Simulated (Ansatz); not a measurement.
# C₃H₇BO: one species, many methods

Aim: compute C₃H₇BO with functionals from several rungs and with coupled cluster. The yardstick is the atomisation energy at the CCSD(T) limit.

Program: Ansatz 0.2.0, Gaussian basis. Level of theory: functionals in def2-TZVPP, the program's frozen cores in correlated methods. These are calculated values, not measurements.

Plan: PBE-D4, r2SCAN-D4, PBE0-D4, B3LYP-D4, ωB97X-V, ωB97M-V, B2PLYP; CCSD(T)/def2-TZVPP; MP2/def2-QZVPP; extrapolation to the limit.

## 1. The geometry

All runs share one geometry, relaxed beforehand with PBE0-D4 in a triple-zeta def2 set.

SMILES `B/C=C(\C)O`, 12 atoms, charge 0, spin multiplicity 1.

Atoms are counted from 1 here; the program's logs count them from 0.

Bond lengths: B1–C2 1.506 Å, B1–H6 1.198 Å, B1–H7 1.200 Å, C2–C3 1.355 Å, C2–H8 1.088 Å, C3–C4 1.488 Å, C3–O5 1.345 Å, C4–H9 1.095 Å, C4–H10 1.095 Å, C4–H11 1.086 Å, O5–H12 0.962 Å. Angles: C2–B1–H6 120.3°, C2–B1–H7 122.0°, H6–B1–H7 117.7°, B1–C2–C3 124.9°, B1–C2–H8 120.9°, C3–C2–H8 114.2°, C2–C3–C4 126.9°, C2–C3–O5 118.4°, C4–C3–O5 114.7°, C3–C4–H9 110.0°, C3–C4–H10 110.0°, C3–C4–H11 111.4°, H9–C4–H10 107.7°, H9–C4–H11 108.8°, H10–C4–H11 108.8°, C3–O5–H12 110.2°.

## 2. PBE-D4 (GGA)

Input file in.yaml:

```yaml
crystal:
  periodic: [false, false, false]
  atoms:
    - {symbol: B, position_ang: [-1.849203, -0.257492, 0.671838]}
    - {symbol: C, position_ang: [-1.028253, 0.386395, -0.414738]}
    - {symbol: C, position_ang: [0.320914, 0.309701, -0.514959]}
    - {symbol: C, position_ang: [1.245517, -0.406638, 0.404919]}
    - {symbol: O, position_ang: [0.922530, 0.936418, -1.541579]}
    - {symbol: H, position_ang: [-3.040999, -0.135132, 0.680891]}
    - {symbol: H, position_ang: [-1.347835, -0.903849, 1.549987]}
    - {symbol: H, position_ang: [-1.501638, 0.968109, -1.203146]}
    - {symbol: H, position_ang: [1.962956, 0.298625, 0.837961]}
    - {symbol: H, position_ang: [1.813555, -1.161854, -0.148791]}
    - {symbol: H, position_ang: [0.704639, -0.894898, 1.209807]}
    - {symbol: H, position_ang: [1.874919, 0.805413, -1.498191]}
basis:
  gaussian: {orbitals: def2-TZVPP}
hamiltonian: {xc: pbe, dispersion: d4}
output: {forces: true, orbitals: {seedname: orbitals}}
```

Launch:

```
> ansatz run in.yaml --threads 4 --pin off --events-out ev --progress --plain --max-ram 10444MiB
```

The runs that follow: r2SCAN-D4 (meta-GGA); PBE0-D4 (hybrid); B3LYP-D4 (hybrid); ωB97X-V (range-separated); ωB97M-V (range-separated); B2PLYP (double hybrid); CCSD(T) in def2-TZVPP; MP2 in def2-QZVPP.

**Question.** What will the summary of the whole plan be? Wanted: atomisation energy, CCSD(T)/CBS; farthest; mean size of error, hybrid; mean size of error, range-separated; gap, smallest and largest; T1 diagnostic; triples share of the correlation energy.

As calculated:

```
                               quantity                                 value
        atomisation energy, CCSD(T)/CBS                         4790.7 kJ/mol
 functionals within 24.0 kJ/mol (0.5 %)                       ωB97X-V, B2PLYP
                               farthest                PBE-D4 (+141.1 kJ/mol)
             mean size of error, hybrid                           42.0 kJ/mol
    mean size of error, range-separated                           24.1 kJ/mol
              gap, smallest and largest  3.84 eV (PBE-D4), 10.13 eV (ωB97X-V)
                          T1 diagnostic                                0.0127
triples share of the correlation energy                                 4.0 %
```

PBE-D4 misses by +141.1 kJ/mol. Double hybrids carry the basis error of their MP2 part in triple zeta, and no dispersion term here, so their miss is partly the set-up's. Misses under about 24.0 kJ/mol are within the doubt on the reference itself, which lacks core-valence correlation, relativity and higher excitations. Hartree-Fock recovers 75 % of the binding; the rest is correlation. Orbital gaps span 3.8 to 10.1 eV; exact exchange widens them.
